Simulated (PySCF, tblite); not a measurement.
**C6H7ClF radical: geometry, infrared bands and EPR parameters**

Aim: predict the infrared bands and EPR parameters of C6H7ClF radical (`C=C[CH]/C(=C/F)CCl`).

The runs use tblite 0.8.0 and PySCF 2.14.0, with density-fitted response routines of our own; the level of theory stands in each step. All values are computed, except where a source is named. Atoms count from 0, in the outputs and in this text.

### Step 1. Starting geometry

15 atoms, charge 0, multiplicity 2; geometry from: force field or distance geometry start.

Bonds of the start (Å): C0–C1 1.33, C1–C2 1.45, C2–C3 1.46, C3–C4 1.33, C4–F5 1.35, C3–C6 1.51, C6–Cl7 1.79, C0–H8 1.09, C0–H9 1.09, C1–H10 1.09, C2–H11 1.09, C4–H12 1.09, C6–H13 1.09, C6–H14 1.09.

### Step 2. Optimising the geometry with GFN2-xTB

The job: settings as JSON, then the geometry in Å.

```
{"job": {"kind": "relax", "xc": "GFN2-xTB", "basis": "xTB"}, "charge": 0, "multiplicity": 2}
C     -2.507800    -0.629200     1.181900
C     -1.399000    -0.661700     0.445500
C     -0.396900     0.385400     0.478700
C      0.839500     0.500000    -0.282600
C      1.611000     1.575100    -0.114400
F      2.755600     1.738900    -0.807900
C      1.231300    -0.587200    -1.247500
Cl     1.849700    -2.019900    -0.380000
H     -2.752800     0.203400     1.836600
H     -3.231900    -1.446900     1.145300
H     -1.214500    -1.535500    -0.175200
H     -0.629700     1.215300     1.150300
H      1.429600     2.422300     0.539800
H      0.389300    -0.895700    -1.871700
H      2.022200    -0.256200    -1.920700
```

Launch:

```
$ OMP_NUM_THREADS=1 python probes_run.py task.json out
```

This one command runs all jobs of the session in turn.

**Question.** This job is followed by: GFN2-xTB harmonic vibrations, gas phase; UKS B3LYP, pcH-1 on C Cl F H, non-relativistic, mean-field spin-orbit, GIAO. Predict these results of the whole session: strongest single infrared mode (GFN2-xTB); zero-point energy (GFN2-xTB); g(iso) (B3LYP); ⟨S²⟩; largest a(iso) (averaged by class); potential on the surface of density 0.002 e/bohr³, 1st and 99th percentile.

The runs gave:

| quantity | value |
| --- | --- |
| strongest single infrared mode (GFN2-xTB) | 1136 cm⁻¹, 100 km/mol |
| zero-point energy (GFN2-xTB) | 68.4 kcal/mol |
| g(iso) (B3LYP) | 2.00322 |
| ⟨S²⟩ | 0.792 (exact 0.75) |
| largest a(iso) (averaged by class) | 19F on F5, 70.3 MHz |
| potential on the surface of density 0.002 e/bohr³, 1st and 99th percentile | -0.79 V and 1.39 V |

In words: The optimisation took 51 steps and gained 0.154 eV; among the close pairs (by a distance rule), C1–C2 changed most, from 1.450 to 1.403 Å. No mode is imaginary among the 39: a minimum at this level. The strongest single mode, at 1136 cm⁻¹, has its largest shares on H13, C4, F5 and H14 (the list is cut at 4 atoms). Unscaled tight-binding wavenumbers are off by several per cent, some by more. Its intensities can rank the bands wrongly. The largest spin populations lie on C2 (0.55 e), C0 (0.51 e), C4 (0.42 e). The isotropic g lies 0.9 ppt above the free-electron value.
